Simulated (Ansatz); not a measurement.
# SiNH2F2 (SMILES [NH][SiH](F)F): UCCSD(T)/def2-SVPD

What is the energy change on altering one bond length of SiNH2F2 at UCCSD(T)/def2-SVPD? 

Program for the calculation: Ansatz 0.2.0.

54 further runs of the same task are left out: 54 set aside as unsound or not needed.

### Step 1. Starting point

The species is SiNH2F2 (6 atoms), meant as a doublet with charge 0. SMILES: `[NH][SiH](F)F`. Geometry: relaxed at PBE0-D4/def2-TZVP. This is one conformer, not always the lowest.

Bond lengths: N1–Si2 1.727 Å, Si2–F3 1.580 Å, Si2–F4 1.587 Å, N1–H5 1.021 Å, Si2–H6 1.473 Å. Angles: N1–Si2–F3 107.9°, N1–Si2–F4 114.0°, F3–Si2–F4 106.4°, N1–Si2–H6 109.2°, F3–Si2–H6 109.9°, F4–Si2–H6 109.3°, Si2–N1–H5 116.5°.

### Step 2. A single-point energy at UCCSD(T)/def2-SVPD

job.yaml

```yaml
crystal:
  periodic: [false, false, false]
  atoms:
    - {symbol: "N", position_ang: [-0.025400, 1.001700, -0.903700]}
    - {symbol: Si, position_ang: [0.188000, -0.244900, 0.273000]}
    - {symbol: F, position_ang: [1.578700, -0.941400, -0.004700]}
    - {symbol: F, position_ang: [-0.908600, -1.390200, 0.207400]}
    - {symbol: H, position_ang: [-0.977800, 1.156700, -1.236500]}
    - {symbol: H, position_ang: [0.187200, 0.354100, 1.618300]}
basis:
  gaussian:
    orbitals: def2-SVPD
magnetization:
  spin_polarized: true
  initial_magnetization: 1
correlation:
  method: ccsd_t
  frozen_orbitals: {F: 1, H: 0, "N": 1, Si: 5}
accuracy: high
scf:
  omitted_lower_state_checks: [cluster_reference, increment]
```

Run with:

```sh
$ ansatz run job.yaml --threads 1 --pin off --max-ram 3480MiB --events-out events.jsonl --progress --plain --runs-dir runs
```

The log of the run (excerpt; [...] marks lines left out):

```text
Warning: RAYON_NUM_THREADS=1 ignored (pool sized by the plan → 1); use --threads N
Functional definition: HF
  name "HF"
[...]
2113 factors; integrals over basis functions are off by at most 3.2e-9 eV
[...]
mean field -14782.57194962 eV, -543.2494991615 hartree, gradient 2.1e-8 eV, S^2 0.758425; 3 other end points of the search recorded, 0 dependent functions left out
8 core orbitals not correlated: weight in the atoms' cores, before any rotation towards them, 1.000 or more for the frozen orbitals, at most 0.000 for the correlated occupied ones
reference -14782.57194962 eV, -543.2494991615 hartree; 13, 12 occupied and 85, 86 virtual orbitals, 2113 factors
second order -16.96381297 eV of doubles, -0.00000000 eV of singles
cycle   1  -17.18566213 eV  change   -2.2e-1 eV  update   9.9e-2
[...]
cycle  32  -17.68645497 eV  change   4.1e-10 eV  update   2.0e-9
perturbative correction -0.40279887 eV, -0.0148025854 hartree
Total energy: -14800.66120346 eV, -543.9142669788 hartree
Checks for a lower state left out: cluster_reference, increment
```

It took 69 s on 1 thread of AMD EPYC 9R45 (Zen 5), shared host; peak memory 1.8 GiB.

### Step 3. The distorted shape

in.yaml

```yaml
crystal:
  periodic: [false, false, false]
  atoms:
    - {symbol: "N", position_ang: [-0.442567, 1.210628, -0.820399]}
    - {symbol: Si, position_ang: [-0.229167, -0.035972, 0.356301]}
    - {symbol: F, position_ang: [1.578700, -0.941400, -0.004700]}
    - {symbol: F, position_ang: [-1.325767, -1.181272, 0.290701]}
    - {symbol: H, position_ang: [-1.394967, 1.365628, -1.153199]}
    - {symbol: H, position_ang: [-0.229967, 0.563028, 1.701601]}
basis:
  gaussian:
    orbitals: def2-SVPD
magnetization:
  spin_polarized: true
  initial_magnetization: 1
correlation:
  method: ccsd_t
  frozen_orbitals: {F: 1, H: 0, "N": 1, Si: 5}
accuracy: high
scf:
  omitted_lower_state_checks: [cluster_reference, increment]
```

Run with:

```sh
$ ansatz run in.yaml --threads 1 --pin off --max-ram 3480MiB --events-out events.jsonl --progress --plain --runs-dir runs
```

The log of the run (excerpt; [...] marks lines left out):

```text
Warning: RAYON_NUM_THREADS=1 ignored (pool sized by the plan → 1); use --threads N
Functional definition: HF
  name "HF"
[...]
2121 factors; integrals over basis functions are off by at most 3.3e-9 eV
[...]
mean field -14780.61400102 eV, -543.1775458775 hartree, gradient 2.5e-8 eV, S^2 0.758644; 4 other end points of the search recorded, 0 dependent functions left out
8 core orbitals not correlated: weight in the atoms' cores, before any rotation towards them, 1.000 or more for the frozen orbitals, at most 0.000 for the correlated occupied ones
reference -14780.61400102 eV, -543.1775458775 hartree; 13, 12 occupied and 85, 86 virtual orbitals, 2121 factors
second order -17.41272997 eV of doubles, -0.00000000 eV of singles
cycle   1  -17.45072304 eV  change   -3.8e-2 eV  update   1.2e-1
[...]
cycle  36  -18.05773662 eV  change   3.9e-10 eV  update   3.0e-9
perturbative correction -0.47187372 eV, -0.0173410394 hartree
Total energy: -14799.14361136 eV, -543.8584964978 hartree
Checks for a lower state left out: cluster_reference, increment
```

Run time: 73 s. Hardware: 1 thread of AMD EPYC 9R45 (Zen 5), shared host; peak memory 1.8 GiB.

### Step 4. What came out

Level: UCCSD(T)/def2-SVPD, 8 core orbitals frozen.

| quantity | value |
| --- | --- |
| first shape: total energy | -543.91427 Eh |
| first shape: correlation energy (8 core orbitals frozen) | -664.8 mEh |
| first shape: (T) correction | -14.80 mEh |
| first shape: ⟨S²⟩ of the reference determinant | 0.758 |
| first shape: T1 diagnostic | 0.014 |
| distorted shape: total energy | -543.85850 Eh |
| distorted shape: correlation energy (8 core orbitals frozen) | -681.0 mEh |
| distorted shape: (T) correction | -17.34 mEh |
| distorted shape: ⟨S²⟩ of the reference determinant | 0.759 |
| distorted shape: T1 diagnostic | 0.018 |
| energy change with the Si2–F3 bond stretched from 1.580 to 2.054 Å | 1.518 eV |

**Reading.** With the Si2–F3 bond stretched from 1.580 to 2.054 Å the energy rises by 1.52 eV (146 kJ/mol). The first shape isn't relaxed at this level, so the change isn't measured from a minimum. The triples (first shape) make up 2.2 % of the correlation energy. The triples (distorted shape) make up 2.5 % of the correlation energy.
